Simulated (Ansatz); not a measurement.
# C₂H₃InS: up Jacob's ladder to CCSD(T)

One table from this session's results is given with a row withheld; the runs are named, their logs left out.

Method: functionals in def2-TZVPP, the program's frozen cores in correlated methods; program: Ansatz 0.2.0, Gaussian basis.

Plan: LDA (SPW92), PBE-D4, revPBE-D4, BLYP-D4, r2SCAN-D4, B97M-V, PBE0-D4, B3LYP-D4, r2SCANh-D4, r2SCAN0-D4, HSE06-D4, BHLYP-D4, CAM-B3LYP-D4, LC-ωPBE, ωB97X-V, ωB97M-V, B2PLYP, PBE-QIDH; CCSD(T)/def2-SVP; CCSD(T)/def2-TZVPP; MP2/def2-QZVPP; extrapolation to the limit; RPA on PBE.

**The relaxed structure**

The geometry comes from an earlier relaxation with PBE0-D4 in a triple-zeta def2 set; it is a stationary point, not always the lowest conformer. In takes the def2 core potential; no spin-orbit term is included.

SMILES `C1=[CH][InH][S]1`, 7 atoms, charge 0, spin multiplicity 1.

Atoms are counted from 1 here; the program's logs count them from 0.

Bond lengths: C1–C2 1.341 Å, C1–S4 1.775 Å, C1–H5 1.090 Å, C2–In3 2.116 Å, C2–H6 1.083 Å, In3–S4 2.485 Å, In3–H7 1.698 Å. Angles: C2–C1–S4 119.2°, C2–C1–H5 124.3°, S4–C1–H5 116.5°, C1–C2–In3 95.9°, C1–C2–H6 124.6°, In3–C2–H6 139.5°, C2–In3–S4 71.2°, C2–In3–H7 156.9°, S4–In3–H7 131.9°, C1–S4–In3 73.7°.

Set-up of the first run:

in.yaml

```yaml
crystal:
  periodic: [false, false, false]
  atoms:
    - {symbol: C, position_ang: [-0.916217, 0.555408, -0.365904]}
    - {symbol: C, position_ang: [-0.038610, 0.682155, 0.639510]}
    - {symbol: In, position_ang: [1.125059, -1.008064, 0.124941]}
    - {symbol: S, position_ang: [-0.730458, -0.785755, -1.513039]}
    - {symbol: H, position_ang: [-1.755984, 1.229244, -0.537014]}
    - {symbol: H, position_ang: [-0.069097, 1.465017, 1.387421]}
    - {symbol: H, position_ang: [2.385308, -2.138014, 0.264094]}
basis:
  gaussian: {orbitals: def2-TZVPP}
hamiltonian: {xc: lda}
output: {orbitals: {seedname: orbitals}}
```

Launch:

```
ansatz run in.yaml --threads 2 --pin off --events-out ev --progress --plain --max-ram 4352MiB
```

Among the steps run: LDA; PBE-D4 (GGA); revPBE-D4 (GGA); BLYP-D4 (GGA); r2SCAN-D4 (meta-GGA); B97M-V (meta-GGA); B3LYP-D4 (hybrid); r2SCANh-D4 (hybrid); r2SCAN0-D4 (hybrid); HSE06-D4 (hybrid); BHLYP-D4 (hybrid); CAM-B3LYP-D4 (range-separated); LC-ωPBE (range-separated); ωB97X-V (range-separated); ωB97M-V (range-separated); B2PLYP (double hybrid); PBE-QIDH (double hybrid).

One of the session's tables, all rows but one given; the rest of the session is left out.

It belongs to the step «Orbital energies across the functionals». 

```
  functional  HOMO (eV)  LUMO (eV)  gap (eV)
 LDA (SPW92)      -5.12      -2.99      2.13
      PBE-D4      -4.95      -2.71      2.24
   revPBE-D4      -4.88      -2.59      2.29
     BLYP-D4      -4.78      -2.65      2.13
   r2SCAN-D4      -5.13      -2.49      2.64
      B97M-V      -5.15      -2.66      2.49
     PBE0-D4      -5.97      -1.96      4.01
    B3LYP-D4      -5.75      -2.22      3.54
  r2SCANh-D4      -5.51      -2.22      3.29
  r2SCAN0-D4      -6.09      -1.83      4.27
    HSE06-D4      -5.57      -2.32      3.25
    BHLYP-D4      -6.84      -1.25      5.59
CAM-B3LYP-D4      -7.19      -1.12      6.07
     LC-ωPBE          ?          ?         ?
     ωB97X-V      -8.16      -0.14      8.02
     ωB97M-V      -8.04      -0.38      7.66
```

Q: Estimate the row for LC-ωPBE from the others.

**Answer.** HOMO (eV): -8.50; LUMO (eV): -0.02; gap (eV): 8.48. In the column «HOMO (eV)» it is the lowest.
